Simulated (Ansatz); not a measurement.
# HfSnSe4: the cost of one run

Program: Ansatz 0.2.0. Level of theory: DFT PBE, scalar-relativistic, plane waves, PAW. These are calculated values, not measurements.

### 1 Starting point

Symmetry: P2/m, No. 10, monoclinic system. The conventional cell has a = 6.750 Å, b = 3.781 Å, c = 7.115 Å, α = 90.00°, β = 91.33°, γ = 90.00°. Hf (site symmetry 2/m) is surrounded by 6 Se at 2.69 to 2.72 Å. Sn (site symmetry 2/m) has 6 Se at 2.73 to 2.81 Å in its first shell of neighbours. Se (site symmetry m) is surrounded by 2 Hf at 2.69 Å and 1 Sn at 2.81 Å. Se (site symmetry m) has 1 Hf at 2.72 Å and 2 Sn at 2.73 Å in its first shell of neighbours.

Structure file:

```xyz
6
Lattice="6.7498 0.0000 0.0000 0.0000 3.7814 0.0000 -0.1650 0.0000 7.1129" Properties=species:S:1:pos:R:3 pbc="T T T"
Hf    3.3749    1.8907    0.0000
Sn    0.0000    0.0000    0.0000
Se    2.1493    0.0000    5.5198
Se    5.4246    1.8907    5.5279
Se    1.1602    1.8907    1.5850
Se    4.4354    0.0000    1.5931
```

The start is the relaxed end of an invented cell (made as: elements ordered on the sites of the HfSe2 type, Sn/Hf on Hf (P2/m, No. 10)), taken up again for a closer look.

### 2 A first look at the guess

File input.yaml:

```yaml
crystal:
  lattice:
    - [6.7498096, 0.0, 0.0]
    - [0.0, 3.7814498, 0.0]
    - [-0.1650483, 0.0, 7.1129297]
  atoms:
    - { symbol: Hf, position: [0.5, 0.5, 0.0] }
    - { symbol: Sn, position: [0.0, 0.0, 0.0] }
    - { symbol: Se, position: [0.337402, 0.0, 0.776026] }
    - { symbol: Se, position: [0.822669, 0.5, 0.777167] }
    - { symbol: Se, position: [0.177331, 0.5, 0.222833] }
    - { symbol: Se, position: [0.662598, 0.0, 0.223974] }
basis:
  ecutwfc: 420
kpoints:
  mp_grid: { grid: [4, 4, 4] }
hamiltonian:
  xc: pbe
scf:
  occupations: { method: gaussian, width: 0.1 }
  lower_state_search: "off"
output:
  forces: true
  stress: true
  eigenvalues: true
```

Command:

```console
> ansatz run input.yaml --threads 4 --pin off --max-ram 8192MiB --backend cpu --events-out ev --progress --plain --runs-dir out
```

**Question.** How long does this run take on 4 threads of Arm Neoverse V2, shared host, and how much memory does it need?

About 5.2 s, with a peak of 0.72 GiB.
